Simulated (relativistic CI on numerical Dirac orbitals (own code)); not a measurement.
# V³⁺: 2p photoemission multiplets

Wanted: the shape of the 2p photoemission spectrum of V³⁺ in 3 surroundings, from the same atomic integrals.

The numbers are computed with relativistic CI on numerical Dirac orbitals (own code) version 1 (Dirac-Coulomb-Breit CI, KLI orbitals optimised for each configuration, model QED (radiative potential, 1s self-energy scaled to tabulated hydrogen-like ionisation energies), valence Slater integrals scaled by 0.8, multiplet model of photoemission in the sudden approximation in a parametric crystal field), except any that are marked as measured or tabulated.

## 1. What is computed

- ion: V³⁺ (V IV)
- nuclear charge: 23
- electrons: 20
- configurations: [Ar] 3d2 → [He] 2s2 2p5 3s2 3p6 3d2
- temperature: 300 K
- widths: Lorentz 0.5 eV, Gauss 0.6 eV
- surrounding 1: D4h, 10Dq = 18850, Ds = 1660, Dt = -470 cm⁻¹
- surrounding 2: D4h, 10Dq = 22550, Ds = 2240, Dt = 670 cm⁻¹
- surrounding 3: D4h, 10Dq = 11050, Ds = -790, Dt = 100 cm⁻¹

## 2. Surrounding 1: D4h, 10Dq = 18850, Ds = 1660, Dt = -470

Settings of the run:

```ini
atom V  Z=23  charge=3  electrons=20
nucleus A=51  rms_radius_fm=3.6002
hamiltonian dirac-coulomb  breit=on  qed=on  c_scale=1
orbitals kli  potential=per-configuration
slater_scale 0.8
correlation none
mixing on
configurations
  [Ar] 3d2
  [He] 2s2 2p5 3s2 3p6 3d2
end
photoemission 2p T=300 lorentz=0.5 gauss=0.6
crystal_field D4h 10Dq=18850 Ds=1660 Dt=-470
```

## 3. Surrounding 2: D4h, 10Dq = 22550, Ds = 2240, Dt = 670

The settings differ from step 2 so:

```diff
@@ -12,2 +12,2 @@
 photoemission 2p T=300 lorentz=0.5 gauss=0.6
-crystal_field D4h 10Dq=18850 Ds=1660 Dt=-470
+crystal_field D4h 10Dq=22550 Ds=2240 Dt=670
```

## 4. Surrounding 3: D4h, 10Dq = 11050, Ds = -790, Dt = 100

The settings differ from step 3 so:

```diff
@@ -12,2 +12,2 @@
 photoemission 2p T=300 lorentz=0.5 gauss=0.6
-crystal_field D4h 10Dq=22550 Ds=2240 Dt=670
+crystal_field D4h 10Dq=11050 Ds=-790 Dt=100
```

(Steps that only read results are left out.)

Before running it: what results should come out? Wanted: highest peak, first run; ground spin.

**Answer**, as computed:

| surrounding | ground S | centroid (eV) | spread (eV) | up to four highest peaks (% of the highest), eV |
| --- | --- | --- | --- | --- |
| 1: D4h | 1.00 | 567.40 | 3.69 | 564.1 (91), 565.0 (100), 568.7 (8), 572.2 (68) |
| 2: D4h | 1.00 | 567.39 | 3.69 | 564.9 (100), 568.6 (9), 570.0 (9), 572.1 (64) |
| 3: D4h | 1.00 | 567.37 | 3.73 | 564.8 (100), 567.1 (12), 569.3 (9), 572.0 (61) |

| quantity | value |
| --- | --- |
| highest peak, first run | 565.0 eV |
| ground spin (effective S from ⟨S²⟩) | 1.00 |

The position of the maximum differs by up to 0.2 eV between the surroundings, by shifts of peaks or by peaks exchanging rank. Energies are those of the free ion without screening by ligands; binding energies in solids differ by tens of eV.
